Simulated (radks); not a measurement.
**Ionising ytterbium step by step, Yb²⁴⁺ to Yb⁴⁷⁺**

An exercise on one series of results from a longer session: the logs are not shown, and one member is left open.

The numbers are computed with radks (a radial shooting solver on a logarithmic mesh, Libxc functionals) version 1 (non-relativistic Kohn-Sham, PBE, spin-polarised, spherical densities, point nucleus; open shells are filled with parallel spins first), except any that are marked as measured or tabulated.

### The system

* element: ytterbium (Z = 70)
* charges: 24 to 47
* first configuration: [Kr] 4d10
* last configuration: [Ar] 3d5

The outer shells:

Yb²⁴⁺
```
[Kr] core
4d [↑↓][↑↓][↑↓][↑↓][↑↓]
```

Yb⁴⁷⁺
```
[Ar] core
3d [↑ ][↑ ][↑ ][↑ ][↑ ]
```

Set-up of the first run:

Input:

```text
Z 70
configuration [Kr] 4d10
relativity non-relativistic
functional pbe,pbe
spin polarised
nucleus point
```

Steps of the session up to this table: Yb²⁴⁺, [Kr] 4d10.

One table of the session follows, with a row left open; its other results are not shown here.

It belongs to the step «Yb²⁴⁺, [Kr] 4d10». Sizes of the orbitals, from the radial functions (bohr):

```
level      <r>  outermost maximum (interpolated)  90 % within  nodes
   2s  0.09178                            0.0784        0.141      1
   2p  0.07771                            0.0609        0.126      0
   3s   0.2335                             0.216        0.340      2
   3p        ?                                 ?            ?      ?
   3d   0.1968                             0.162        0.304      0
   4s   0.4931                             0.474        0.699      3
   4p   0.4952                             0.473        0.709      2
   4d   0.4952                             0.464        0.725      1
```

**Question.** Estimate the row for 3p.

**Answer.** <r>: 0.2234; outermost maximum (interpolated): 0.204; 90 % within: 0.332; nodes: 1. In the column «<r>» it lies between 3d (0.1968) and 3s (0.2335).

To keep in mind: Relativity is left out here, which matters for elements this heavy. Open shells are spherical and high-spin; term and fine-structure splittings are not resolved.
